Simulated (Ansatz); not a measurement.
# C2H7NSi (SMILES C=C[SiH2]N): r2SCAN/cc-pVDZ

What is the electronic atomisation energy of C2H7NSi at r2SCAN/cc-pVDZ? 

Program for the calculation: Ansatz 0.2.0.

62 further runs of the same task are left out: 62 set aside as unsound or not needed.

### 1 Starting point

C2H7NSi has 11 atoms, charge 0, and is taken as a singlet. As SMILES, `C=C[SiH2]N`. The shape is that of a PBE0-D4/def2-TZVP optimisation. This is one conformer, not always the lowest.

Bond lengths: C1–C2 1.330 Å, C2–Si3 1.865 Å, Si3–N4 1.715 Å, C1–H5 1.087 Å, C1–H6 1.087 Å, C2–H7 1.091 Å, Si3–H8 1.488 Å, Si3–H9 1.488 Å, N4–H10 1.006 Å, N4–H11 1.006 Å. Some angles: C1–C2–Si3 123.1°, C2–Si3–N4 114.9°, C1–C2–H7 118.1°, Si3–C2–H7 118.8°, C2–C1–H5 122.6°, C2–C1–H6 121.2°, C2–Si3–H8 108.4°, C2–Si3–H9 108.4°, N4–Si3–H8 107.9°, N4–Si3–H9 108.0°.

### 2 The energy at r2SCAN/cc-pVDZ

job.yaml reads:

```yaml
crystal:
  periodic: [false, false, false]
  atoms:
    - {symbol: C, position_ang: [-0.676100, 1.337000, -0.945000]}
    - {symbol: C, position_ang: [0.089300, 1.208600, 0.135100]}
    - {symbol: Si, position_ang: [0.596500, -0.444500, 0.832600]}
    - {symbol: N, position_ang: [0.002900, -1.803700, -0.028600]}
    - {symbol: H, position_ang: [-0.967100, 2.304600, -1.344700]}
    - {symbol: H, position_ang: [-1.046800, 0.465600, -1.479100]}
    - {symbol: H, position_ang: [0.433000, 2.116700, 0.631600]}
    - {symbol: H, position_ang: [0.099500, -0.536600, 2.232600]}
    - {symbol: H, position_ang: [2.083200, -0.516700, 0.836000]}
    - {symbol: H, position_ang: [0.404900, -2.086000, -0.906300]}
    - {symbol: H, position_ang: [-0.953800, -2.102100, 0.056300]}
basis:
  gaussian:
    orbitals: cc-pVDZ
hamiltonian:
  xc: {name: r2SCAN}
accuracy: high
output: {orbitals: {seedname: orbitals}}
```

Launch:

```bash
ansatz run job.yaml --threads 1 --pin off --max-ram 3480MiB --events-out events.jsonl --progress --plain --runs-dir runs
```

The program printed:

```text
Warning: RAYON_NUM_THREADS=1 ignored (pool sized by the plan → 1); use --threads N
Functional definition: r2SCAN
  name "r2SCAN"
  parameter k0 = 0.174
  parameter k1 = 0.065
  parameter a1 = 4.9479
  exchange = r2scan_x(k0 = k0, k1 = k1, a1 = a1)
  correlation = r2scan_c
2292 factors; integrals over basis functions are off by at most 3.8e-9 eV
mean field evaluation 1: about -11542.5050 eV, gradient 6.7e1 eV
mean field evaluation 2: about -11529.8667 eV, gradient 9.6e1 eV
mean field evaluation 4: about -11552.5223 eV, gradient 7.0e0 eV
mean field evaluation 8: about -11552.6414 eV, gradient 1.4e-1 eV
mean field evaluation 16: about -11552.6415 eV, gradient 5.3e-6 eV
mean field -11552.64149979 eV, -424.5517444556 hartree, gradient 8.2e-8 eV, S^2 0.000000; 0 other end points of the search recorded, 0 dependent functions left out
reference -11552.64150063 eV, -424.5517444863 hartree; 20, 20 occupied and 75, 75 virtual orbitals, 2292 factors
Total energy: -11552.64150063 eV, -424.5517444863 hartree
```

Wall time 14 s (1 thread of Arm Neoverse V2, shared host); peak memory 0.33 GiB.

### 3 The C atom

molecule.yaml reads:

```yaml
crystal:
  periodic: [false, false, false]
  atoms:
    - symbol: C
      position_ang: [0.000000, 0.000000, 0.000000]
basis:
  gaussian: {orbitals: cc-pVDZ}
magnetization: {spin_polarized: true, initial_magnetization: 2}
hamiltonian: {xc: r2scan}
accuracy: high
```

Run the same way, it converges to -37.82627 Eh (log not shown).

### 4 The H atom at the same level

in.yaml reads:

```yaml
crystal:
  periodic: [false, false, false]
  atoms:
    - {symbol: H, position_ang: [0.000000, 0.000000, 0.000000]}
basis:
  gaussian: {orbitals: cc-pVDZ}
hamiltonian: {xc: {name: r2SCAN}}
accuracy: high
magnetization: {spin_polarized: true, initial_magnetization: 1}
```

Launch:

```bash
ansatz run in.yaml --threads 1 --pin off --max-ram 3480MiB --events-out events.jsonl --progress --plain --runs-dir runs
```

The program printed, cut to the lines that bear on the results:

```text
Warning: RAYON_NUM_THREADS=1 ignored (pool sized by the plan → 1); use --threads N
[... 7 set-up lines as earlier in the session ...]
15 factors; integrals over basis functions are off by at most 4.6e-8 eV
mean field evaluation 1: about -13.5843 eV, gradient 1.7e-3 eV
mean field evaluation 2: about -13.5842 eV, gradient 3.3e-3 eV
mean field evaluation 4: about -13.5842 eV, gradient 2.7e-5 eV
mean field -13.58415338 eV, -0.4992084292 hartree, gradient 6.9e-9 eV, S^2 0.750000; 0 other end points of the search recorded, 0 dependent functions left out
reference -13.58415426 eV, -0.4992084615 hartree; 1, 0 occupied and 4, 5 virtual orbitals, 15 factors
Total energy: -13.58415426 eV, -0.4992084615 hartree
```

Run time: 0.34 s. Hardware: 1 thread of Arm Neoverse V2, shared host.

### 5 The N atom, same level

molecule.yaml reads:

```yaml
basis:
  gaussian: {orbitals: cc-pVDZ}
crystal:
  periodic: [false, false, false]
  atoms:
    - symbol: N
      position_ang: [0.000000, 0.000000, 0.000000]
total_charge: 0
magnetization: {spin_polarized: true, initial_magnetization: 3}
hamiltonian: {xc: {name: r2SCAN}}
accuracy: high
```

Run the same way, it converges to -54.56784 Eh (log not shown).

### 6 The Si atom at the same level

molecule.yaml reads:

```yaml
basis:
  gaussian: {orbitals: cc-pVDZ}
crystal:
  periodic: [false, false, false]
  atoms:
    - {symbol: Si, position_ang: [0.000000, 0.000000, 0.000000]}
magnetization: {spin_polarized: true, initial_magnetization: 2}
hamiltonian: {xc: {name: r2SCAN}}
accuracy: high
```

Run the same way, it converges to -289.33884 Eh (log not shown).

### 7 What came out

Level: r2SCAN/cc-pVDZ.

| quantity | value |
| --- | --- |
| molecule: total energy | -424.55174 Eh |
| molecule: HOMO energy | -5.95 eV |
| molecule: LUMO energy | -0.78 eV |
| molecule: HOMO–LUMO gap | 5.18 eV |
| C atom: total energy | -37.82627 Eh |
| C atom: ⟨S²⟩ | 2.005 |
| H atom: total energy | -0.49921 Eh |
| H atom: ⟨S²⟩ | 0.750 |
| N atom: total energy | -54.56784 Eh |
| N atom: ⟨S²⟩ | 3.753 |
| Si atom: total energy | -289.33884 Eh |
| Si atom: ⟨S²⟩ | 2.007 |
| electronic atomisation energy | 40.764 eV |

What this shows: Taking the molecule apart into free atoms costs 40.76 eV (940 kcal/mol), before zero-point energy and without spin-orbit coupling.
